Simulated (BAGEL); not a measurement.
**B2NH4Cl (SMILES NBBCl): HF/3-21G (density fitting with qzvpp-jkfit)**

Aim: the vertical singlet–triplet gap of B2NH4Cl at HF/3-21G (density fitting with qzvpp-jkfit), from 2 runs. 

The results are computed with BAGEL 1.2.2.

3 further runs of the same task are left out: 2 that didn't finish, 1 set aside as unsound or not needed.

### 1 The system as given

B2NH4Cl: 8 atoms, total charge 0, spin state singlet. SMILES: `NBBCl`. Geometry: relaxed at GFN2-xTB. This is one conformer, not always the lowest.

Bond lengths: N1–B2 1.383 Å, B2–B3 1.670 Å, B3–Cl4 1.709 Å, N1–H5 1.007 Å, N1–H6 1.007 Å, B2–H7 1.181 Å, B3–H8 1.181 Å. Angles: N1–B2–B3 124.6°, B2–B3–Cl4 122.2°, N1–B2–H7 115.3°, B3–B2–H7 120.1°, B2–N1–H5 123.9°, B2–N1–H6 124.1°, B2–B3–H8 123.8°, Cl4–B3–H8 113.8°, H5–N1–H6 112.0°.

### 2 The energy at HF/3-21G (density fitting with qzvpp-jkfit)

File calc.json:

```json
{ "bagel" : [

{
  "title" : "molecule",
  "basis" : "3-21g",
  "df_basis" : "qzvpp-jkfit",
  "angstrom" : true,
  "geometry" : [
    { "atom" : "N", "xyz" : [    0.819700,    0.828480,    0.721530 ] },
    { "atom" : "B", "xyz" : [    0.253870,    0.274990,   -0.412700 ] },
    { "atom" : "B", "xyz" : [   -0.794980,   -1.024820,   -0.411170 ] },
    { "atom" : "Cl", "xyz" : [   -2.484420,   -0.833070,   -0.240220 ] },
    { "atom" : "H", "xyz" : [    1.455950,    1.609070,    0.707580 ] },
    { "atom" : "H", "xyz" : [    0.637320,    0.506870,    1.658540 ] },
    { "atom" : "H", "xyz" : [    0.569610,    0.780820,   -1.431960 ] },
    { "atom" : "H", "xyz" : [   -0.457030,   -2.142340,   -0.591600 ] }
  ]
},
{
  "title" : "hf"
},
{
  "title" : "print",
  "file" : "orbitals.molden",
  "orbitals" : true
}

]}
```

Command:

```
$ BAGEL_NUM_THREADS=1 BAGEL calc.json > calc.out
```

Output:

```text
* using 1 threads per process

  ===============================================================
  ===============================================================

  *** Geometry ***

  { "atom" : "N", "xyz" : [      1.549009,      1.565600,      1.363494 ] },
  { "atom" : "B", "xyz" : [      0.479745,      0.519656,     -0.779890 ] },
  { "atom" : "B", "xyz" : [     -1.502294,     -1.936629,     -0.776999 ] },
  { "atom" : "Cl", "xyz" : [     -4.694873,     -1.574274,     -0.453950 ] },
  { "atom" : "H", "xyz" : [      2.751347,      3.040702,      1.337132 ] },
  { "atom" : "H", "xyz" : [      1.204360,      0.957845,      3.134186 ] },
  { "atom" : "H", "xyz" : [      1.076407,      1.475536,     -2.706012 ] },
  { "atom" : "H", "xyz" : [     -0.863662,     -4.048436,     -1.117962 ] },

  Number of auxiliary basis functions:      427

  Since a DF basis is specified, we compute 2- and 3-index integrals:
    o Being stored without compression. Storage requirement is 0.008 GB

  Number of basis functions:       48
  Number of electrons      :       38

    * METHOD: MOLECULE                             0.13

  *** RHF ***

  === Nuclear Repulsion ===
   118.4945033351

      * DIIS with orbital gradients will be used.

  === RHF iteration (3-21g) ===
      0       -562.81044082          0.02256567           0.03
      1       -562.88706927          0.01105081           0.03
      2       -562.90546102          0.00184227           0.03
      3       -562.90633772          0.00022335           0.03
      4       -562.90635804          0.00006697           0.03
      5       -562.90636046          0.00002222           0.03
      6       -562.90636077          0.00000923           0.03
      7       -562.90636084          0.00000334           0.03
      8       -562.90636085          0.00000088           0.03
      9       -562.90636085          0.00000039           0.03
     10       -562.90636085          0.00000016           0.03
     11       -562.90636085          0.00000004           0.03
     12       -562.90636085          0.00000001           0.03
     13       -562.90636085          0.00000000           0.03
    * SCF iteration converged.

    * Permanent dipole moment:
           (   -1.015644,    -0.356424,    -0.615818) a.u.

    * METHOD: HF                                   0.48

    * METHOD: PRINT                                0.00

  ===============================================================
```

Run time: 0.79 s. Hardware: 1 thread of Arm Neoverse V2, shared host.

### 3 The triplet

File job.json:

```json
{ "bagel" : [

{
  "title" : "molecule",
  "basis" : "3-21g",
  "df_basis" : "qzvpp-jkfit",
  "angstrom" : true,
  "geometry" : [
    { "atom" : "N", "xyz" : [       0.819700,       0.828480,       0.721530 ] },
    { "atom" : "B", "xyz" : [       0.253870,       0.274990,      -0.412700 ] },
    { "atom" : "B", "xyz" : [      -0.794980,      -1.024820,      -0.411170 ] },
    { "atom" : "Cl", "xyz" : [      -2.484420,      -0.833070,      -0.240220 ] },
    { "atom" : "H", "xyz" : [       1.455950,       1.609070,       0.707580 ] },
    { "atom" : "H", "xyz" : [       0.637320,       0.506870,       1.658540 ] },
    { "atom" : "H", "xyz" : [       0.569610,       0.780820,      -1.431960 ] },
    { "atom" : "H", "xyz" : [      -0.457030,      -2.142340,      -0.591600 ] }
  ]
},

{ "title" : "uhf", "nopen" : 2 },

{ "title" : "print", "file" : "orbitals.molden", "orbitals" : true }

]}
```

Command:

```
$ BAGEL_NUM_THREADS=1 BAGEL job.json > job.out
```

Output:

```text
* using 1 threads per process

  ===============================================================
  ===============================================================

  *** Geometry ***

  { "atom" : "N", "xyz" : [      1.549009,      1.565600,      1.363494 ] },
  { "atom" : "B", "xyz" : [      0.479745,      0.519656,     -0.779890 ] },
  { "atom" : "B", "xyz" : [     -1.502294,     -1.936629,     -0.776999 ] },
  { "atom" : "Cl", "xyz" : [     -4.694873,     -1.574274,     -0.453950 ] },
  { "atom" : "H", "xyz" : [      2.751347,      3.040702,      1.337132 ] },
  { "atom" : "H", "xyz" : [      1.204360,      0.957845,      3.134186 ] },
  { "atom" : "H", "xyz" : [      1.076407,      1.475536,     -2.706012 ] },
  { "atom" : "H", "xyz" : [     -0.863662,     -4.048436,     -1.117962 ] },

  Number of auxiliary basis functions:      427

  Since a DF basis is specified, we compute 2- and 3-index integrals:
    o Being stored without compression. Storage requirement is 0.008 GB

  Number of basis functions:       48
  Number of electrons      :       38

    * METHOD: MOLECULE                             0.13

  *** Open-shell HF ***

  === Nuclear Repulsion ===
   118.4945033351

      * DIIS with orbital gradients will be used.

  === UHF iteration (3-21g) ===
      0       -562.63606585          0.04326071           0.05
      1       -562.72024089          0.02283987           0.06
      2       -562.73800485          0.01322323           0.05
      3       -562.74508430          0.00193905           0.06
      4       -562.74619625          0.00073695           0.06
      5       -562.74645770          0.00031531           0.05
      6       -562.74650964          0.00016938           0.06
      7       -562.74653351          0.00011609           0.06
      8       -562.74654752          0.00006718           0.05
      9       -562.74655183          0.00003245           0.06
     10       -562.74655261          0.00001620           0.06
     11       -562.74655280          0.00000586           0.05
     12       -562.74655284          0.00000294           0.06
     13       -562.74655285          0.00000175           0.06
     14       -562.74655286          0.00000101           0.06
     15       -562.74655286          0.00000054           0.06
     16       -562.74655286          0.00000027           0.06
     17       -562.74655286          0.00000015           0.06
     18       -562.74655286          0.00000006           0.06
     19       -562.74655286          0.00000004           0.06
     20       -562.74655286          0.00000003           0.06
     21       -562.74655286          0.00000002           0.06
     22       -562.74655286          0.00000001           0.06
    * SCF iteration converged.

    * S^2 (UHF) is 2.0122

    * Permanent dipole moment:
           (   -1.416098,    -0.981892,    -0.674436) a.u.

    * METHOD: UHF                                  1.38

    * METHOD: PRINT                                0.00

  ===============================================================
```

Wall time 1.7 s (1 thread of Arm Neoverse V2, shared host).

### 4 Summary of results

Level: HF/3-21G (density fitting with qzvpp-jkfit).

| quantity | value |
| --- | --- |
| singlet: total energy | -562.90636 Eh |
| singlet: dipole moment | 3.15 D |
| singlet: HOMO energy | -10.82 eV |
| singlet: LUMO energy | 2.39 eV |
| singlet: HOMO–LUMO gap | 13.20 eV |
| triplet: total energy | -562.74655 Eh |
| triplet: dipole moment | 4.70 D |
| triplet: ⟨S²⟩ | 2.012 |
| vertical energy of the triplet above the singlet | 4.349 eV |

What this shows: At this shape the triplet lies 4.35 eV (100 kcal/mol) above the singlet.
